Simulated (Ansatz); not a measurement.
# AlClF2H2O: the cost of one run

Program: Ansatz 0.2.0. Level of theory: RKS PBE0-D4/def2-mTZVP. These are calculated values, not measurements.

## (1) Starting point

Bond lengths: Al1–O2 2.130 Å, O2–H3 1.010 Å, Al1–F4 1.690 Å, Al1–F5 1.690 Å, Al1–Cl6 2.530 Å. Angles: Al1–O2–H3 109.5°, O2–Al1–F4 120.0°, O2–Al1–F5 120.0°, O2–Al1–Cl6 71.6°, F4–Al1–F5 120.0°, F4–Al1–Cl6 96.8°, F5–Al1–Cl6 101.3°.

As a file:

```xyz
7

Al    0.0000    0.0000    0.0000
O     0.0000    0.0000    2.1300
H    -0.9095   -0.2814    2.4671
F     1.4635    0.0000   -0.8450
F    -1.4635    0.0000   -0.8450
Cl    0.1134    2.3983    0.7978
H     0.0597    1.2630    1.9417
```

## (2) Pulling towards end A

Springs on the bonds that form and break draw the guess towards this end; the thresholds are loose.

File input.yaml:

```yaml
crystal:
  periodic: [false, false, false]
  atoms:
    - { symbol: Al, position_ang: [0.0, 0.0, 0.0] }
    - { symbol: O, position_ang: [0.0, 0.0, 2.13] }
    - { symbol: H, position_ang: [-0.9095, -0.2814, 2.4671] }
    - { symbol: F, position_ang: [1.4635, 0.0, -0.845] }
    - { symbol: F, position_ang: [-1.4635, 0.0, -0.845] }
    - { symbol: Cl, position_ang: [0.1134, 2.3983, 0.7978] }
    - { symbol: H, position_ang: [0.0597, 1.263, 1.9417] }
basis:
  gaussian: { orbitals: def2-mTZVP }
hamiltonian:
  xc: pbe0
  dispersion: d4
relax:
  f_tol: 0.15
  max_steps: 25
  restrain:
    - { distance: [0, 5], at: 3.43, k: 30.0 }
    - { distance: [6, 1], at: 2.21, k: 30.0 }
    - { distance: [0, 1], at: 1.78, k: 30.0 }
    - { distance: [6, 5], at: 1.37, k: 30.0 }
```

Command:

```bash
$ ansatz run input.yaml --threads 4 --pin off --max-ram 5120MiB --backend cpu --events-out ev --progress --plain --runs-dir out
```

What time and memory should one allow on 4 threads of Intel Xeon Platinum 8259CL at 2.50GHz (Skylake/Cascade Lake), shared host?

About 20 s, with a peak of 0.26 GiB.
